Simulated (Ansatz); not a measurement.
# ZnS with a defect (N on an S site): a single-point run

The task is a single point on ZnS with a defect (N on an S site) that gives the gradients at the nuclei.

Method: DFT, PBE, plane-wave PAW, default files, scalar-relativistic, in Ansatz 0.2.0.

## 1. The structure to begin with

Symmetry: P3m1, No. 156, trigonal system. The conventional cell has a = 7.612 Å, b = 7.612 Å, c = 12.476 Å, α = 90.00°, β = 90.00°, γ = 120.00°. Zn (site symmetry 3m) has 3 S at 2.33 Å and 1 N at 2.34 Å as nearest neighbours. Zn (site symmetry 3m) is surrounded by 4 S at 2.33 to 2.34 Å. Zn (site symmetry m) has 4 S at 2.33 to 2.34 Å as nearest neighbours. Zn (site symmetry m) is surrounded by 1 N at 2.33 Å and 3 S at 2.33 to 2.34 Å. Only part of the 16 independent sites is listed.

The input asks for a charge of -1 e on the cell.

As a file:

```cif
data_structure
_symmetry_space_group_name_H-M 'P3m1'
_symmetry_Int_Tables_number 156
_cell_length_a 7.6116
_cell_length_b 7.6116
_cell_length_c 12.4760
_cell_angle_alpha 90.000
_cell_angle_beta 90.000
_cell_angle_gamma 120.000
_cell_volume 625.97
loop_
_atom_site_label
_atom_site_type_symbol
_atom_site_symmetry_multiplicity
_atom_site_Wyckoff_symbol
_atom_site_fract_x
_atom_site_fract_y
_atom_site_fract_z
_atom_site_occupancy
Zn1 Zn 1 a 0.00000 0.00000 0.00007 1
Zn2 Zn 1 a 0.00000 0.00000 0.50007 1
Zn3 Zn 3 d 0.00000 0.50000 0.00007 1
Zn4 Zn 3 d 0.00000 0.50000 0.50007 1
Zn5 Zn 3 d 0.16667 0.83333 0.25007 1
Zn6 Zn 3 d 0.16667 0.83333 0.75007 1
Zn7 Zn 1 c 0.66667 0.33333 0.25007 1
Zn8 Zn 1 c 0.66667 0.33333 0.75007 1
N1 N 1 a 0.00000 0.00000 0.18743 1
S1 S 1 a 0.00000 0.00000 0.68743 1
S2 S 3 d 0.00000 0.50000 0.18743 1
S3 S 3 d 0.00000 0.50000 0.68743 1
S4 S 3 d 0.16667 0.83333 0.43743 1
S5 S 3 d 0.16667 0.83333 0.93743 1
S6 S 1 c 0.66667 0.33333 0.43743 1
S7 S 1 c 0.66667 0.33333 0.93743 1
```

## 2. Running it

File input.yaml:

```yaml
crystal:
  lattice:
    - [7.6115929341, 0.0, 0.0]
    - [-3.8057964671, 6.5918328442, 0.0]
    - [0.0, 0.0, 12.47596326]
  atoms:
    - { symbol: Zn, position: [0.1666666667, 0.3333333333, 6.984e-05] }
    - { symbol: Zn, position: [0.1666666667, 0.3333333333, 0.50006984] }
    - { symbol: Zn, position: [0.1666666667, 0.8333333333, 6.984e-05] }
    - { symbol: Zn, position: [0.1666666667, 0.8333333333, 0.50006984] }
    - { symbol: Zn, position: [0.6666666667, 0.3333333333, 6.984e-05] }
    - { symbol: Zn, position: [0.6666666667, 0.3333333333, 0.50006984] }
    - { symbol: Zn, position: [0.6666666667, 0.8333333333, 6.984e-05] }
    - { symbol: Zn, position: [0.6666666667, 0.8333333333, 0.50006984] }
    - { symbol: Zn, position: [0.3333333333, 0.1666666667, 0.25006984] }
    - { symbol: Zn, position: [0.3333333333, 0.1666666667, 0.75006984] }
    - { symbol: Zn, position: [0.3333333333, 0.6666666667, 0.25006984] }
    - { symbol: Zn, position: [0.3333333333, 0.6666666667, 0.75006984] }
    - { symbol: Zn, position: [0.8333333333, 0.1666666667, 0.25006984] }
    - { symbol: Zn, position: [0.8333333333, 0.1666666667, 0.75006984] }
    - { symbol: Zn, position: [0.8333333333, 0.6666666667, 0.25006984] }
    - { symbol: Zn, position: [0.8333333333, 0.6666666667, 0.75006984] }
    - { symbol: "N", position: [0.1666666667, 0.3333333333, 0.18743016] }
    - { symbol: S, position: [0.1666666667, 0.3333333333, 0.68743016] }
    - { symbol: S, position: [0.1666666667, 0.8333333333, 0.18743016] }
    - { symbol: S, position: [0.1666666667, 0.8333333333, 0.68743016] }
    - { symbol: S, position: [0.6666666667, 0.3333333333, 0.18743016] }
    - { symbol: S, position: [0.6666666667, 0.3333333333, 0.68743016] }
    - { symbol: S, position: [0.6666666667, 0.8333333333, 0.18743016] }
    - { symbol: S, position: [0.6666666667, 0.8333333333, 0.68743016] }
    - { symbol: S, position: [0.3333333333, 0.1666666667, 0.43743016] }
    - { symbol: S, position: [0.3333333333, 0.1666666667, 0.93743016] }
    - { symbol: S, position: [0.3333333333, 0.6666666667, 0.43743016] }
    - { symbol: S, position: [0.3333333333, 0.6666666667, 0.93743016] }
    - { symbol: S, position: [0.8333333333, 0.1666666667, 0.43743016] }
    - { symbol: S, position: [0.8333333333, 0.1666666667, 0.93743016] }
    - { symbol: S, position: [0.8333333333, 0.6666666667, 0.43743016] }
    - { symbol: S, position: [0.8333333333, 0.6666666667, 0.93743016] }
total_charge: -1
kpoints:
  mp_grid: { grid: [3, 2, 3] }
scf:
  occupations: { method: fermi_dirac, width: 0.01 }
  max_iter: 100
hamiltonian:
  xc: pbe
  pseudopotentials: { kind: paw }
output:
  forces: true
  stress: true
  populations: true
  efg:
    quadrupole_moments_barn: { Zn: 0.122, "N": 0.02044, S: -0.0694 }
    contact_densities: true
```

On the command line:

```console
$ ansatz run input.yaml --threads 1 --pin off --max-ram 3072MiB --backend cpu --events-out ev --progress --plain --runs-dir out
```

Q: Will this input give a usable result? If not, why, and what should change?

This run ends as converged, with warnings (symmetry narrowed by mesh). It gives a largest force of 2.6 eV/Å, which is large; a structure far from rest gives such values too, whatever the setting.

In the input, kpoints.mp_grid.grid is [3, 2, 3]. The mesh doesn't respect the lattice's symmetry: fewer operations survive, and spurious anisotropy appears.

Run again and compare: set kpoints.mp_grid.grid to [3, 3, 2].
